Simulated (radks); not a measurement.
# Ionisation energy and size from Co to Sr

The task here is to estimate one member of a computed series from the others.

Program: radks (a radial shooting solver on a logarithmic mesh, Libxc functionals) version 1. Level of theory: scalar-relativistic Kohn-Sham, PBE, spin-unpolarised, spherical densities, finite nucleus. These are calculated values, not measurements, unless marked.

### What is computed

* species: Co, Ni, Cu, Zn, Ga, Ge, As, Se, Br, Kr, Rb, Sr
* runs: 24, each species and its next ion

Set-up of the first run:

Input:

```text
Z 27
configuration [Ar] 3d7 4s2
relativity scalar-relativistic
functional pbe,pbe
spin unpolarised
nucleus finite rms 3.7875 fm
c 137.035999084
```

Steps of the session up to this table: Co, [Ar] 3d7 4s2.

One table of the session follows, with a row left open; its other results are not shown here.

Sizes of the orbitals, from the radial functions (bohr):

| level | <r> | outermost maximum (interpolated) | 90 % within | nodes |
| --- | --- | --- | --- | --- |
| 1s | 0.05619 | 0.0368 | 0.100 | 0 |
| 2s | 0.2555 | 0.213 | 0.396 | 1 |
| 2p | ? | ? | ? | ? |
| 3s | 0.7736 | 0.669 | 1.16 | 2 |
| 3p | 0.8160 | 0.678 | 1.26 | 1 |
| 3d | 1.071 | 0.668 | 1.89 | 0 |
| 4s | 2.894 | 2.32 | 4.45 | 3 |

Q: Estimate the row for 2p from the others.

As computed: <r>: 0.2250; outermost maximum (interpolated): 0.172; 90 % within: 0.368; nodes: 0. In the column «<r>» it lies between 1s (0.05619) and 2s (0.2555).

Caveats from the session: Spin polarisation and multiplet splitting are left out, so open shells lie too high by an amount that depends on their filling.
